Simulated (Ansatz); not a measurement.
# H₇NO₂Si (built from SMILES N[SiH2]O.O): Born-Oppenheimer dynamics

The task is to watch the atoms for 60 steps of 0.5 fs, started with velocities for 700 K and run with a Nosé-Hoover thermostat, and see to which side of the barrier the system falls.

Program: Ansatz 0.2.0, Gaussian basis. Level of theory: PBE0-D4/def2-SVP. These are calculated values, not measurements.

1 further run of the same task is left out (it didn't finish).

## 1. The system as given

The start, a first-order saddle point found at PBE0-D4 in triple zeta: 11 atoms, charge 0, spin multiplicity 1.

Atoms are counted from 1 here; the program's logs count them from 0.

Bond lengths: Si1–N2 1.869 Å, Si1–H3 1.489 Å, Si1–H4 1.502 Å, Si1–O5 1.643 Å, N2–H6 1.200 Å, N2–H8 1.013 Å, N2–H9 1.013 Å, O5–H10 0.963 Å, O7–H11 0.959 Å. Angles: N2–Si1–H3 109.6°, N2–Si1–H4 98.3°, N2–Si1–O5 116.6°, H3–Si1–H4 101.9°, H3–Si1–O5 126.4°, H4–Si1–O5 97.1°, Si1–N2–H6 81.7°, Si1–N2–H8 114.8°, Si1–N2–H9 114.7°, H6–N2–H8 118.1°, H6–N2–H9 116.5°, H8–N2–H9 109.1°, Si1–O5–H10 109.9°.

Geometry (Å):

```
Si   -0.5972    0.5409   -0.1482
N    -0.2916   -1.2215    0.3933
H    -0.6585    0.6030   -1.6342
H    -2.0493    0.6324    0.2248
O    -0.0555    1.7231    0.8556
H     0.8182   -0.9587    0.0209
O     1.4320    0.1013   -0.4127
H    -0.4359   -1.3929    1.3811
H    -0.7935   -1.9205   -0.1404
H     0.9016    1.8003    0.7840
H     1.7296    0.0926   -1.3241
```

## 2. Dynamics

md/in.yaml reads:

```yaml
crystal:
  periodic: [false, false, false]
  atoms:
    - {symbol: Si, position_ang: [-0.597179, 0.540948, -0.148220]}
    - {symbol: N, position_ang: [-0.291592, -1.221492, 0.393296]}
    - {symbol: H, position_ang: [-0.658459, 0.603010, -1.634224]}
    - {symbol: H, position_ang: [-2.049337, 0.632378, 0.224822]}
    - {symbol: O, position_ang: [-0.055545, 1.723067, 0.855623]}
    - {symbol: H, position_ang: [0.818238, -0.958737, 0.020865]}
    - {symbol: O, position_ang: [1.431986, 0.101348, -0.412691]}
    - {symbol: H, position_ang: [-0.435906, -1.392915, 1.381137]}
    - {symbol: H, position_ang: [-0.793464, -1.920538, -0.140447]}
    - {symbol: H, position_ang: [0.901632, 1.800349, 0.783976]}
    - {symbol: H, position_ang: [1.729626, 0.092583, -1.324139]}
basis:
  gaussian: {orbitals: def2-SVP}
hamiltonian: {xc: pbe0, dispersion: d4}
md: {n_steps: 60, timestep: 0.5, temperature: 700, ensemble: nvt_nose_hoover, seed: 794, initial_velocities: maxwell_boltzmann}
```

Command:

```bash
> ansatz run in.yaml --threads 4 --pin off --events-out ev --progress --plain --max-ram 9574MiB
```

Q: Predict the outcome of this session. Wanted: temperature at the start; mean temperature, second half; lowest and highest potential energy, from the first frame; largest change of potential + kinetic.

**Answer**, as computed:

| quantity | value |
| --- | --- |
| length | 60 steps, 30.0 fs |
| temperature at the start | 700 K |
| mean temperature, second half | 739 K |
| lowest and highest potential energy, from the first frame | -112 and 410 meV |
| largest change of potential + kinetic | 19.6 meV |

By the last frame it has moved towards the side where Si1–O7, N2–H6 form. The thermostat trades energy with the molecule, so the sum of potential and kinetic energy isn't conserved: it changes by +20 meV over the run. The instant temperature ranges from 351 to 810 K, as energy passes between motion and strain.
